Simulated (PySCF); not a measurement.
**C4H5F3: geometry, spin-spin couplings**

Wanted: the spin-spin couplings of C4H5F3 (`C/C(F)=C(/F)CF`), by calculation.

The runs use PySCF 2.14.0, with density-fitted response routines of our own; the level of theory stands in each step. All values are computed, except where a source is named. Atoms count from 0, in the outputs and in this text.

### Step 1. The starting structure

12 atoms, charge 0, multiplicity 1; geometry from: GFN2-xTB. The atoms were then displaced at random by about 0.01 Å, so the start is not that level's minimum.

Bonds of the start (Å): C0–C1 1.52, C1–F2 1.34, C1–C3 1.29, C3–F4 1.36, C3–C5 1.52, C5–F6 1.38, C0–H7 1.07, C0–H8 1.06, C0–H9 1.07, C5–H10 1.09, C5–H11 1.08.

### Step 2. Optimising the geometry at PBE0-D3(BJ)/def2-SVP

Job settings and geometry (Å):

```
{"job": {"xc": "PBE0", "basis": "def2-SVP", "d3": "d3bj", "grid": 1, "shake": 0.01, "kind": "geom"}, "charge": 0, "multiplicity": 1}
C      1.470210    -0.588370     0.404210
C      0.681340     0.698850     0.241480
F      1.373300     1.804360     0.551180
C     -0.541500     0.834030    -0.160670
F     -1.145450     2.048820    -0.274240
C     -1.511140    -0.279030    -0.526790
F     -1.478290    -1.284670     0.417860
H      1.550320    -0.809970     1.451600
H      0.958920    -1.377180    -0.094520
H      2.452230    -0.425530     0.015850
H     -1.245740    -0.753090    -1.471350
H     -2.524510     0.103500    -0.563630
```

Command:

```bash
$ OMP_NUM_THREADS=1 python probes_run.py task.json out
```

One launch serves the whole session: the jobs run in the order shown.

Output:

```text
step   0  E = -454.10689574  max force = 0.078876
step   1  E = -454.11194127  max force = 0.024577
step   2  E = -454.11200417  max force = 0.012182
step   3  E = -454.11377787  max force = 0.003948
step   4  E = -454.11393882  max force = 0.003429
step   5  E = -454.11416452  max force = 0.002090
step   6  E = -454.11430114  max force = 0.001432
step   7  E = -454.11448720  max force = 0.000947
step   8  E = -454.11462699  max force = 0.000950
step   9  E = -454.11463380  max force = 0.000315
optimisation converged
```

Run time: 86 s. Hardware: 1 thread of Intel Xeon at 2.70GHz, shared host; peak memory 0.52 GiB.

Step by step:

```
step  energy from step 0 (eV)  largest force component (eV/Å)
   0                   0.0000                          4.0560
   1                  -0.1373                          1.2638
   2                  -0.1390                          0.6264
   3                  -0.1873                          0.2030
   4                  -0.1917                          0.1763
   5                  -0.1978                          0.1075
   6                  -0.2015                          0.0736
   7                  -0.2066                          0.0487
   8                  -0.2104                          0.0489
   9                  -0.2106                          0.0162
```

Close pairs (by a distance rule), those that changed most:

```
  bond  before (Å)  after (Å)  change (Å)
 C1–C3       1.294      1.337      +0.043
 C0–C1       1.518      1.481      -0.037
 C0–H9       1.069      1.102      +0.033
 C0–H8       1.064      1.095      +0.031
 C0–H7       1.074      1.102      +0.028
 C3–C5       1.521      1.497      -0.024
 C3–F4       1.361      1.339      -0.022
C5–H11       1.084      1.103      +0.019
```

The next job starts from the end point, and lists it.

```
                         at the end point                value
  point group (found at 0.08 Å tolerance)                   C1
rotational constants (GHz, main isotopes)  3.414, 2.216, 1.399
                        dipole moment (D)                 1.75
```

### Step 3. J couplings: B3LYP/cc-pVTZ

Job settings and geometry (Å):

```
{"job": {"kind": "j", "xc": "B3LYP", "basis": "cc-pVTZ"}, "charge": 0, "multiplicity": 1}
C      1.350160    -0.612841     0.704786
C      0.731199     0.647573     0.233401
F      1.482808     1.732119     0.441174
C     -0.457537     0.811318    -0.356414
F     -0.832928     2.033553    -0.753955
C     -1.487044    -0.227168    -0.675509
F     -1.549320    -1.216668     0.270601
H      1.556053    -0.549047     1.785402
H      0.695624    -1.472473     0.527254
H      2.314367    -0.768055     0.194784
H     -1.302537    -0.702857    -1.655546
H     -2.459292     0.291046    -0.725273
```

Level: B3LYP/cc-pVTZ indirect spin-spin coupling, non-relativistic, gas phase.

Output:

```text
coarse grid: 10704 points
cycle   1  E = -455.0118520968  dE =  8.765e-01  |g| = 7.730e-01  |ddm| = 7.043e+00
cycle   2  E = -454.8833145368  dE =  1.285e-01  |g| = 1.228e+00  |ddm| = 2.597e+00
cycle   3  E = -455.1000610232  dE = -2.167e-01  |g| = 1.107e-01  |ddm| = 1.632e+00
cycle   4  E = -455.1020989723  dE = -2.038e-03  |g| = 4.866e-02  |ddm| = 2.237e-01
cycle   5  E = -455.1025719261  dE = -4.730e-04  |g| = 1.514e-02  |ddm| = 8.766e-02
cycle   6  E = -455.1026125736  dE = -4.065e-05  |g| = 5.940e-03  |ddm| = 2.993e-02
cycle   7  E = -455.1026204461  dE = -7.872e-06  |g| = 1.249e-03  |ddm| = 9.897e-03
final grid: 106504 points
cycle   8  E = -455.0980209316  dE = -8.073e-05  |g| = 9.375e-03  |ddm| = 8.679e-02
cycle   9  E = -455.0979995204  dE =  2.141e-05  |g| = 1.498e-02  |ddm| = 2.937e-02
cycle  10  E = -455.0980346789  dE = -3.516e-05  |g| = 9.270e-04  |ddm| = 1.850e-02
cycle  11  E = -455.0980348067  dE = -1.278e-07  |g| = 3.536e-04  |ddm| = 1.852e-03
cycle  12  E = -455.0980348307  dE = -2.395e-08  |g| = 1.016e-04  |ddm| = 5.815e-04
cycle  13  E = -455.0980348320  dE = -1.370e-09  |g| = 4.118e-05  |ddm| = 1.796e-04
cycle  14  E = -455.0980348323  dE = -3.272e-10  |g| = 9.795e-06  |ddm| = 6.958e-05
converged SCF energy = -455.0980348323

Indirect spin-spin couplings (Hz)
  i      j    bonds     total        FC       PSO       DSO        SD
  0 C    1 C    1     49.222    50.600    -1.661     0.283         -
  0 C    2 F    2     19.713    23.945    -4.600    -0.105     0.474
  0 C    3 C    2     10.244    10.341    -0.109     0.011         -
  0 C    4 F    3     -2.351    -0.370    -2.229    -0.356     0.603
  0 C    5 C    3      0.012     0.006    -0.001     0.007         -
  0 C    6 F    4      7.837     8.358    -0.575     0.139    -0.084
  0 C    7 H    1    118.968   116.940     1.305     0.723         -
  0 C    8 H    1    122.927   121.045     1.103     0.779         -
  0 C    9 H    1    118.681   116.632     1.332     0.717         -
  0 C   10 H    4     -1.238    -1.234     0.053    -0.057         -
  0 C   11 H    4     -0.720    -0.665     0.291    -0.346         -
  1 C    2 F    1   -316.448  -311.224    -7.026     0.987     0.816
  1 C    3 C    1    150.632   158.707    -8.461     0.387         -
  1 C    4 F    2      8.100    15.680   -20.210    -0.050    12.680
  1 C    5 C    2      8.325     8.334    -0.039     0.030         -
  1 C    6 F    3     -1.586    -0.768    -0.668     0.128    -0.278
  1 C    7 H    2     -9.028    -8.962    -0.135     0.070         -
  1 C    8 H    2      1.364     1.535    -0.279     0.108         -
  1 C    9 H    2     -8.671    -8.610    -0.130     0.068         -
  1 C   10 H    3      1.767     1.800     0.043    -0.076         -
  1 C   11 H    3      4.670     4.665     0.362    -0.358         -
  2 F    3 C    2     10.620    18.163   -19.723    -0.025    12.205
  2 F    4 F    3     -2.986    -3.609   -33.733     0.113    34.243
  2 F    5 C    3     -0.518    -0.156    -0.816    -0.309     0.763
  2 F    7 H    3      0.502     0.187     0.696    -0.231    -0.151
  2 F    8 H    3     43.576    46.083    -0.576    -1.971     0.040
  2 F    9 H    3      0.489     0.096     0.791    -0.237    -0.161
  2 F   10 H    4      3.645     4.064     0.512    -1.194     0.263
  2 F   11 H    4      5.876     6.180     1.151    -1.363    -0.093
  3 C    4 F    1   -303.478  -308.940     2.243     1.023     2.195
  3 C    5 C    1     60.739    61.788    -1.394     0.345         -
  3 C    6 F    2     12.700    15.924    -3.369     0.147    -0.002
  3 C    7 H    3      4.794     4.820     0.209    -0.236         -
  3 C    8 H    3      1.333     1.478    -0.369     0.224         -
  3 C    9 H    3      4.413     4.437     0.211    -0.235         -
  3 C   10 H    2     -2.069    -2.039    -0.150     0.119         -
  3 C   11 H    2     -8.219    -8.123    -0.259     0.163         -
  4 F    5 C    2     28.839    32.890    -3.817     0.051    -0.285
  4 F    6 F    3    -44.561   -24.448   -32.092    -1.266    13.245
  4 F    7 H    4      7.842     8.386     0.791    -1.300    -0.035
  4 F    8 H    4     -1.890     0.621    -1.218    -1.258    -0.035
  4 F    9 H    4      5.249     5.733     0.802    -1.265    -0.021
  4 F   10 H    3      0.716     0.646     0.956    -0.808    -0.078
  4 F   11 H    3     12.915    13.634    -0.462     0.666    -0.923
  5 C    6 F    1   -236.901  -285.073    27.371     0.789    20.011
  5 C    7 H    4     -1.392    -1.354     0.193    -0.231         -
  5 C    9 H    4     -1.277    -1.239     0.153    -0.191         -
  5 C   10 H    1    138.771   137.796    -0.099     1.074         -
  5 C   11 H    1    137.066   136.144    -0.178     1.100         -
  6 F    7 H    5      6.181     6.420    -0.172    -0.142     0.075
  6 F    8 H    5      4.063     5.081    -3.764     2.086     0.661
  6 F    9 H    5      0.709     0.809     0.619    -0.772     0.053
  6 F   10 H    2     41.924    36.815     9.793    -1.102    -3.582
  6 F   11 H    2     33.611    27.937    10.133    -1.128    -3.330
  7 H    8 H    2    -12.973   -12.958     2.131    -2.147         -
  7 H    9 H    2    -15.596   -15.594     2.242    -2.245         -
  7 H   10 H    5      3.189     3.374     1.084    -1.269         -
  7 H   11 H    5      0.746     0.943     1.110    -1.307         -
  8 H    9 H    2    -11.639   -11.594     2.249    -2.294         -
  8 H   10 H    5      0.172     0.104    -0.504     0.572         -
  9 H   10 H    5      3.893     3.945     0.305    -0.357         -
  9 H   11 H    5      1.337     1.567     1.275    -1.506         -
 10 H   11 H    2    -12.348   -12.219     1.653    -1.782         -
```

It took 100 s on 1 thread of Intel Xeon at 2.70GHz, shared host; peak memory 1 GiB.

The basis is not made for couplings: without tight functions at the nuclei these values are rough.

Beyond four bonds or across contacts, the largest of 1 Hz or more: F6–H7 6.2 Hz, F6–H8 4.1 Hz, H9–H10 3.9 Hz, H7–H10 3.2 Hz.

Couplings of 1 Hz or more over one to four bonds, nine at most for each number, with means over like pairs (isotopes 13C, 19F, 1H):

```
   pair  bonds  J (Hz)  Fermi contact (Hz)  dihedral (°)
  C1–F2      1  -316.4              -311.2             –
  C3–F4      1  -303.5              -308.9             –
  C5–F6      1  -236.9              -285.1             –
  C1–C3      1   150.6               158.7             –
 C5–H10      1   137.9               137.0             –
  C0–H7      1   120.2               118.2             –
  C3–C5      1    60.7                61.8             –
  C0–C1      1    49.2                50.6             –
 F6–H10      2    37.8                32.4             –
  F4–C5      2    28.8                32.9             –
  C0–F2      2    19.7                23.9             –
  H7–H8      2   -13.4               -13.4             –
  C3–F6      2    12.7                15.9             –
H10–H11      2   -12.3               -12.2             –
  F2–C3      2    10.6                18.2             –
  C0–C3      2    10.2                10.3             –
  C1–C5      2     8.3                 8.3             –
  F4–F6      3   -44.6               -24.4          -146
  F2–H7      3    14.9                15.5             –
 F4–H10      3     6.8                 7.1             –
  C3–H7      3     3.5                 3.6             –
 C1–H10      3     3.2                 3.2             –
  F2–F4      3    -3.0                -3.6             2
  C0–F4      3    -2.4                -0.4          -178
  C1–F6      3    -1.6                -0.8            35
  C0–F6      4     7.8                 8.4             –
 F2–H10      4     4.8                 5.1             –
  F4–H7      4     3.7                 4.9             –
```

Means hide unlike values in this fixed geometry: F2–H7 from 0.5 to 43.6 Hz; F4–H10 from 0.7 to 12.9 Hz; F4–H7 from -1.9 to 7.8 Hz. They hold only if the pairs exchange fast.

The spin-dipole term was solved for some atoms only; pairs without it lack that part.

### Step 4. Indirect couplings: B3LYP/6-31G*

Settings changed since step 3:

```diff
@@ -1,2 +1,2 @@
-{"job": {"kind": "j", "xc": "B3LYP", "basis": "cc-pVTZ"}, "charge": 0, "multiplicity": 1}
+{"job": {"kind": "j", "xc": "B3LYP", "basis": "6-31G*"}, "charge": 0, "multiplicity": 1}
 C      1.350160    -0.612841     0.704786
```

With the program's defaults for keys left out, this is: B3LYP/6-31G* indirect spin-spin coupling, non-relativistic, gas phase.

Output:

```text
coarse grid: 10704 points
cycle   1  E = -454.8196683816  dE =  8.904e-01  |g| = 7.859e-01  |ddm| = 3.249e+00
cycle   2  E = -454.6869562503  dE =  1.327e-01  |g| = 1.211e+00  |ddm| = 1.587e+00
cycle   3  E = -454.9196243725  dE = -2.327e-01  |g| = 1.071e-01  |ddm| = 1.035e+00
cycle   4  E = -454.9219397455  dE = -2.315e-03  |g| = 4.111e-02  |ddm| = 1.276e-01
cycle   5  E = -454.9222837092  dE = -3.440e-04  |g| = 1.489e-02  |ddm| = 4.647e-02
cycle   6  E = -454.9223329808  dE = -4.927e-05  |g| = 4.581e-03  |ddm| = 1.792e-02
cycle   7  E = -454.9223377865  dE = -4.806e-06  |g| = 1.321e-03  |ddm| = 4.901e-03
final grid: 106504 points
cycle   8  E = -454.9022801773  dE = -1.638e-05  |g| = 8.414e-03  |ddm| = 1.871e-02
cycle   9  E = -454.9022618998  dE =  1.828e-05  |g| = 1.332e-02  |ddm| = 1.594e-02
cycle  10  E = -454.9022935243  dE = -3.162e-05  |g| = 7.334e-04  |ddm| = 1.012e-02
cycle  11  E = -454.9022936381  dE = -1.137e-07  |g| = 1.632e-04  |ddm| = 6.693e-04
cycle  12  E = -454.9022936426  dE = -4.540e-09  |g| = 7.966e-05  |ddm| = 1.903e-04
cycle  13  E = -454.9022936438  dE = -1.204e-09  |g| = 2.378e-05  |ddm| = 8.972e-05
cycle  14  E = -454.9022936439  dE = -1.315e-10  |g| = 6.467e-06  |ddm| = 2.744e-05
converged SCF energy = -454.9022936439

Indirect spin-spin couplings (Hz)
  i      j    bonds     total        FC       PSO       DSO        SD
  0 C    1 C    1     66.254    67.356    -1.387     0.286         -
  0 C    2 F    2     18.892    22.127    -3.676    -0.081     0.522
  0 C    3 C    2      7.232     7.309    -0.088     0.011         -
  0 C    4 F    3     -1.273     0.502    -1.989    -0.345     0.559
  0 C    5 C    3      0.238     0.226     0.005     0.007         -
  0 C    6 F    4     10.222    10.654    -0.556     0.140    -0.016
  0 C    7 H    1    147.354   145.661     0.907     0.786         -
  0 C    8 H    1    147.390   145.788     0.759     0.844         -
  0 C    9 H    1    146.690   144.975     0.934     0.781         -
  0 C   10 H    4     -1.392    -1.373     0.035    -0.054         -
  0 C   11 H    4     -0.847    -0.721     0.216    -0.342         -
  1 C    2 F    1   -222.642  -220.331    -3.144     1.110    -0.278
  1 C    3 C    1    120.127   127.553    -7.812     0.386         -
  1 C    4 F    2     22.396    29.272   -18.310    -0.025    11.459
  1 C    5 C    2      6.540     6.539    -0.028     0.030         -
  1 C    6 F    3      3.204     3.904    -0.568     0.134    -0.266
  1 C    7 H    2    -11.457   -11.374    -0.167     0.084         -
  1 C    8 H    2      1.690     1.822    -0.251     0.119         -
  1 C    9 H    2    -11.043   -10.960    -0.166     0.082         -
  1 C   10 H    3      6.283     6.334     0.022    -0.073         -
  1 C   11 H    3      5.694     5.787     0.261    -0.354         -
  2 F    3 C    2     23.526    30.480   -18.031    -0.001    11.078
  2 F    4 F    3     21.291    14.529   -26.988     0.186    33.564
  2 F    5 C    3      0.223     0.506    -0.710    -0.299     0.725
  2 F    6 F    4      3.868     9.621    -3.557    -0.954    -1.243
  2 F    7 H    3     -0.470    -0.523     0.336    -0.164    -0.119
  2 F    8 H    3     36.789    39.327    -0.769    -1.898     0.130
  2 F    9 H    3     -0.307    -0.416     0.408    -0.171    -0.128
  2 F   10 H    4      6.613     7.240     0.345    -1.155     0.184
  2 F   11 H    4      6.043     6.472     0.969    -1.329    -0.070
  3 C    4 F    1   -212.558  -219.570     4.931     1.145     0.936
  3 C    5 C    1     76.330    77.156    -1.173     0.347         -
  3 C    6 F    2     17.212    19.807    -2.795     0.167     0.033
  3 C    7 H    3      8.447     8.544     0.136    -0.233         -
  3 C    8 H    3      0.845     0.931    -0.311     0.226         -
  3 C    9 H    3      8.110     8.204     0.139    -0.233         -
  3 C   10 H    2     -4.985    -4.970    -0.148     0.133         -
  3 C   11 H    2     -8.273    -8.185    -0.268     0.180         -
  4 F    5 C    2     34.280    37.664    -3.279     0.072    -0.177
  4 F    6 F    3    -23.198    -9.800   -24.989    -1.185    12.775
  4 F    7 H    4     10.285    11.007     0.593    -1.264    -0.050
  4 F    8 H    4     -2.020     0.475    -1.218    -1.214    -0.063
  4 F    9 H    4      8.119     8.744     0.639    -1.230    -0.034
  4 F   10 H    3     -1.676    -1.357     0.562    -0.738    -0.144
  4 F   11 H    3     10.750    11.358    -0.655     0.729    -0.682
  5 C    6 F    1   -189.700  -232.239    25.508     0.892    16.139
  5 C    7 H    4     -1.551    -1.459     0.136    -0.228         -
  5 C    9 H    4     -1.491    -1.410     0.106    -0.187         -
  5 C   10 H    1    166.051   165.214    -0.299     1.136         -
  5 C   11 H    1    164.494   163.681    -0.347     1.161         -
  6 F    7 H    5      5.185     5.572    -0.293    -0.137     0.043
  6 F    8 H    5      2.881     3.062    -2.790     2.049     0.560
  6 F    9 H    5      0.907     1.196     0.404    -0.753     0.061
  6 F   10 H    2     51.763    47.947     7.928    -0.931    -3.180
  6 F   11 H    2     45.914    41.128     8.637    -0.960    -2.891
  7 H    8 H    2    -16.887   -15.953     1.087    -2.022         -
  7 H    9 H    2    -19.915   -19.051     1.252    -2.116         -
  7 H   10 H    5      3.012     3.531     0.732    -1.250         -
  7 H   11 H    5      0.403     0.935     0.759    -1.291         -
  8 H    9 H    2    -15.615   -14.629     1.180    -2.166         -
  8 H   10 H    5      0.326     0.177    -0.430     0.579         -
  8 H   11 H    5     -0.459     0.072     0.816    -1.346         -
  9 H   10 H    5      3.855     4.057     0.140    -0.343         -
  9 H   11 H    5      0.912     1.512     0.887    -1.487         -
 10 H   11 H    2    -15.034   -14.211     0.826    -1.649         -
```

Wall time 28 s (1 thread of Intel Xeon at 2.70GHz, shared host); peak memory 0.63 GiB.

This basis has no tight s functions, so the Fermi-contact terms are rough.

In short: J(C1,F2) -222.6 Hz, J(C3,F4) -212.6 Hz, J(C5,F6) -189.7 Hz (means over like pairs).

### Step 5. Comparing the runs: spin-spin couplings

Couplings (Hz), each a mean over the pairs like the one named, with basis size and wall time:

```
          run   C1–F2   C3–F4   C5–F6  C5–H10  C1–C3  C0–H7  C3–C5  functions   time
B3LYP/cc-pVTZ  -316.4  -303.5  -236.9   137.9  150.6  120.2   60.7        280  100 s
 B3LYP/6-31G*  -222.6  -212.6  -189.7   165.3  120.1  147.1   76.3        108   28 s
```

### Step 6. Outcome

| quantity | value |
| --- | --- |
| point group | C1 |
| rotational constants (main isotopes) | 3.41, 2.22, 1.40 GHz |
| largest coupling of the table (B3LYP/cc-pVTZ) | ¹J(C,F) C1–F2, -316.4 Hz |
| range of J(C1,F2), mean over like pairs | -316.4 to -222.6 Hz |

What this shows: The start of the PBE0/def2-SVP relaxation was shaken at random by about 0.01 Å, so part of the energy gained, and of the first lengths quoted, undoes that. Relaxing lowered the energy by 0.211 eV in 9 steps; the close pair that moved most is C1–C3, from 1.294 to 1.337 Å. No frequency check was run at this level, so the end point may be a saddle. In the run at B3LYP/cc-pVTZ, the largest coupling of the table is C1–F2, -316.4 Hz, of which the Fermi-contact term gives -311.2 Hz. Couplings across rotatable bonds belong to this one conformer; where others are populated, the observed values are averages. Density functionals describe couplings to fluorine poorly, F–F couplings above all, so those rows are rough. The coupling C1–F2, as a mean over pairs of its kind, runs from -316.4 Hz (B3LYP/cc-pVTZ) to -222.6 Hz (B3LYP/6-31G*). Couplings from bases without tight functions are rough.
